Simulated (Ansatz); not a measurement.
# P3OsW: the cost of one run

Program: Ansatz 0.2.0. Level of theory: DFT PBE, scalar-relativistic, plane waves, PAW. These are calculated values, not measurements.

## Step 1: Starting point

Symmetry: P4mm, No. 99, tetragonal system. Conventional cell: a = 4.097 Å, b = 4.097 Å, c = 4.148 Å, α = 90.00°, β = 90.00°, γ = 90.00°. Around P (site symmetry 4mm) lie 2 Os at 1.91 to 2.24 Å. P (site symmetry 2mm) has 2 Os at 2.05 Å and 4 W at 2.87 to 2.96 Å in its first shell of neighbours. Os (site symmetry 4mm) has 6 P at 1.91 to 2.24 Å in its first shell of neighbours. W (site symmetry 4mm) has 12 P at 2.87 to 2.96 Å in its first shell of neighbours.

Structure file:

```
CELL_PARAMETERS angstrom
4.09714 0.00000 0.00000
0.00000 4.09714 0.00000
0.00000 0.00000 4.14848
ATOMIC_POSITIONS crystal
P 0.50000 0.50000 0.97500
P 0.00000 0.50000 0.48500
P 0.50000 0.00000 0.48500
Os 0.50000 0.50000 0.51500
W 0.00000 0.00000 0.00000
```

(A quick probe on a coarse mesh, which set the mesh and smearing, is not shown.)

## Step 3: Coarse relaxation

input.yaml reads:

```yaml
crystal:
  lattice:
    - [4.0971405231, 0.0, 0.0]
    - [0.0, 4.0971405231, 0.0]
    - [0.0, 0.0, 4.1484831362]
  atoms:
    - { symbol: P, position: [0.5, 0.5, 0.975] }
    - { symbol: P, position: [0.0, 0.5, 0.485] }
    - { symbol: P, position: [0.5, 0.0, 0.485] }
    - { symbol: Os, position: [0.5, 0.5, 0.515] }
    - { symbol: W, position: [0.0, 0.0, 0.0] }
basis:
  ecutwfc: 420
kpoints:
  mp_grid: { grid: [4, 4, 4] }
hamiltonian:
  xc: pbe
scf:
  occupations: { method: gaussian, width: 0.1 }
  lower_state_search: "off"
output:
  forces: true
  stress: true
  eigenvalues: true
relax:
  adjacent_minimum: "off"
  f_tol: 0.04
  max_steps: 70
  cell: { stress_tol: 0.4 }
```

Launch:

```
> ansatz run input.yaml --threads 1 --pin off --max-ram 2560MiB --backend cpu --events-out ev --progress --plain --runs-dir out
```

Q: Estimate wall time and peak memory on 1 thread of Arm Neoverse V2, shared host.

About 81 s, with a peak of 0.34 GiB.
